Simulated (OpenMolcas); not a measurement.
# Nb²⁺ among point charges: CASSCF levels and susceptibility

How does a field of 4 point charges split the states of Nb²⁺, and what χT follows?

Method: state-averaged CASSCF, spin-orbit coupling by RASSI with atomic mean-field integrals. Code: OpenMolcas 26.06.

1 further run of the same task is left out (it didn't finish).

## Step 1: The system

- Species: Nb²⁺ (niobium, Z = 41, 39 electrons)
- Basis: ANO-RCC-VDZP [6s5p3d1f], 43 functions
- Scalar Hamiltonian: DKH2, point nucleus
- Inactive shells: 1s 2s 2p 3s 3p 3d 4s 4p
- Active space: 3 electrons in 5 orbitals (4d)
- Some configurations of this space: 4d3
- Orbitals: optimised for each spin and parity, averaged over all roots

Outer shells as boxes (Hund's rule):

4d3
```
4d [↑ ][↑ ][↑ ][  ][  ]
```

The ion sits among 4 point charges of -2 e arranged as a square (D4h), 1.84 Å from the ion. The active orbitals were held to one l.

Each step is its own input file, run in one work folder so that later steps find the files of earlier ones. Labels, J, g values, rates, χT and fits are worked out afterwards by a script from the matrices that RASSI stores. The input lists half of the charges; inversion (Group=XYZ) makes the rest.

## Step 2: Basis and integrals

Contents of a.inp:

```
&GATEWAY
Coord
1

Nb 0.0 0.0 0.0
Basis=ANO-RCC-VDZP
Group=XYZ
NoMove
AngMom=0.0 0.0 0.0
AMFI
XField
2 Angstrom 0
1.840000 0.000000 0.000000 -2.000000
0.000000 1.840000 0.000000 -2.000000
&SEWARD
```

Started as:

```bash
$ OMP_NUM_THREADS=1 MOLCAS_MEM=1689 MOLCAS_PROJECT=a pymolcas a.inp > a.log
```

## Step 3: Reference wave functions, quartets of even parity, 10 roots

Contents of a.inp:

```
&RASSCF
FileOrb=start.orb
Symmetry=1
Spin=4
nActEl=3 0 0
Inactive=9 9
Ras2=5 0
CIRoot=10 10 1
SDav=10
CIMx=300
Iter=120 100
PrWF=0.3
OrbListing=Nothing
MaxOrb=0
SupSym
1
15 4 5 6 7 8 10 11 12 13 14 17 18 19 20 21
0
>>> COPY $Project.JobIph JOB001
```

start.orb holds the contracted functions of the basis, ordered by shell, or the orbitals of the step before.

## Step 4: Reference wave functions, doublets of even parity, 40 roots

Contents of a.inp:

```
&RASSCF
FileOrb=start.orb
Symmetry=1
Spin=2
nActEl=3 0 0
Inactive=9 9
Ras2=5 0
CIRoot=40 40 1
SDav=40
CIMx=300
Iter=120 100
PrWF=0.3
OrbListing=Nothing
MaxOrb=0
SupSym
1
15 4 5 6 7 8 10 11 12 13 14 17 18 19 20 21
0
>>> COPY $Project.JobIph JOB002
```

## Step 5: RASSI: spin-orbit coupling between the states

Contents of a.inp:

```
&RASSI
NrOfJobIphs=2 10 40
1 2 3 4 5 6 7 8 9 10
1 2 3 4 5 6 7 8 9 10 11 12 13 14 15 16 17 18 19 20 21 22 23 24 25 26 27
28 29 30 31 32 33 34 35 36 37 38 39 40
IphNames
JOB001
JOB002
EJob
SpinOrbit
DIPRint=1.0
SOCoupling=1000.0
Subsets=2
Property=9
'ANGMOM' 1 'ANGMOM' 2 'ANGMOM' 3 'MLTPL  1' 1 'MLTPL  1' 2 'MLTPL  1' 3
'AMFI' 1 'AMFI' 2 'AMFI' 3
SOProperty=3
'ANGMOM' 1 'ANGMOM' 2 'ANGMOM' 3
```

What does the calculation give? Wanted: spin-free ground state; first state of the same spin within the active space; lowest level; next level.

The runs gave:

| quantity | value |
| --- | --- |
| method | CASSCF |
| spin-free ground state | 4A2, 1-fold in its orbital part |
| first state of the same spin within the active space | 4B1 at 14100 cm⁻¹ |
| lowest level | 2-fold E3/2, g = 0.00, 0.00, 5.96 |
| next level | 41.8 cm⁻¹ |
| χT at 300 K | 1.84 cm³ K/mol |
| effective moment at 300 K | 3.84 μB |

**Reading.** The spin-free ground state (4A2) comes to 79 % from free-ion P terms and keeps the highest spin of the shell. χT at 300 K is 1.84, against 1.88 cm³ K/mol for the spin alone; near agreement at one temperature doesn't show that the orbital moment is quenched. The field of point charges can differ much from that of real complexes. This is an electrostatic model: the charges have no orbitals.
